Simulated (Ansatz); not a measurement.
C2H5FTe, SMILES C[Te]CF, a geometry optimisation

Computed with the Ansatz DFT code, driven from Python.

Contents of `c2h5fte.xyz`:
```text
9

C    -0.67940    1.14240    0.63050
Te    0.03800    0.73970   -1.33260
C     0.63800   -1.19810   -0.69170
F     1.71390   -1.05820    0.29470
H    -1.50240    0.43570    0.87240
H     0.09560    1.16630    1.35970
H    -1.14870    2.20450    0.61930
H     1.12760   -1.74260   -1.54580
H    -0.19410   -1.73600   -0.22360
```

Typed at the interpreter:
```pycon
>>> import warnings
>>> import ansatz as az
>>> import numpy as np
>>> BASIS = "def2-SVP"
>>> FUNCTIONAL = "PBE0"
>>> warnings.simplefilter("ignore", az.DeckWarning)
>>> mol = az.Crystal.molecule_from_extxyz("c2h5fte.xyz")
>>> calc = mol.calculation().basis(gaussian=BASIS).functional(FUNCTIONAL).accuracy("high")
>>> symbols = [site.symbol for site in mol.cartesian_sites]
>>> start = np.array([site.position_ang for site in mol.cartesian_sites], dtype=float)
>>> summary = calc.relax(force_tolerance=0.02).run(threads=1, pin="off").report

>>> end = np.array(summary["positions_ang"])
>>> print(f"E = {summary['free_energy_ev']:.6f} eV = {summary['free_energy_ev'] / 27.211386246:.7f} Ha")
E = -12156.256384 eV = -446.7341823 Ha
>>> print("converged:", summary["converged"], " doubts:", summary["published_state_doubts"] or "none")
converged: True  doubts: none
>>> print("final positions (A) and the move of each atom")
final positions (A) and the move of each atom
>>> for symbol, xyz, old in zip(symbols, end, start):
...     print(f"{symbol:2s} {xyz[0]:10.5f} {xyz[1]:10.5f} {xyz[2]:10.5f}   {np.linalg.norm(xyz - old):7.4f}")
...
C    -0.76507    1.18894    0.63489    0.0976
Te   -0.01802    0.70433   -1.32541    0.0666
C     0.74346   -1.20564   -0.66443    0.1092
F     1.76186   -1.07474    0.22906    0.0830
H    -1.64024    0.57291    0.87720    0.1945
H     0.04430    1.02187    1.35649    0.1533
H    -1.04543    2.25037    0.63441    0.1140
H     1.09081   -1.74127   -1.56248    0.0404
H    -0.08318   -1.76307   -0.19684    0.1173
>>> with open("c2h5fte_opt.xyz", "w") as handle:
...     handle.write(f"{len(symbols)}\nrelaxed C2H5FTe\n")
...     handle.writelines(f"{s:2s} {x:11.6f} {y:11.6f} {z:11.6f}\n" for s, (x, y, z) in zip(symbols, end))
...
18
```

`c2h5fte_opt.xyz`, as written:
```text
9
relaxed C2H5FTe
C    -0.765066    1.188938    0.634890
Te   -0.018018    0.704332   -1.325415
C     0.743459   -1.205643   -0.664433
F     1.761856   -1.074738    0.229064
H    -1.640238    0.572905    0.877201
H     0.044303    1.021874    1.356494
H    -1.045425    2.250373    0.634415
H     1.090811   -1.741274   -1.562476
H    -0.083181   -1.763068   -0.196841
```

What to keep in mind:
- The settings weren't tested for convergence.
- The end point is the stationary point reached from this start; no frequency run checks that it is a minimum, and the basis set is modest.
- def2 sets replace the cores of elements past krypton by effective core potentials.
- Run time: 2.2 min on 1 thread of Arm Neoverse V1 (shared host), peak memory 0.44 GiB.

(Lines on the test bed's own set-up are left out of the output.)
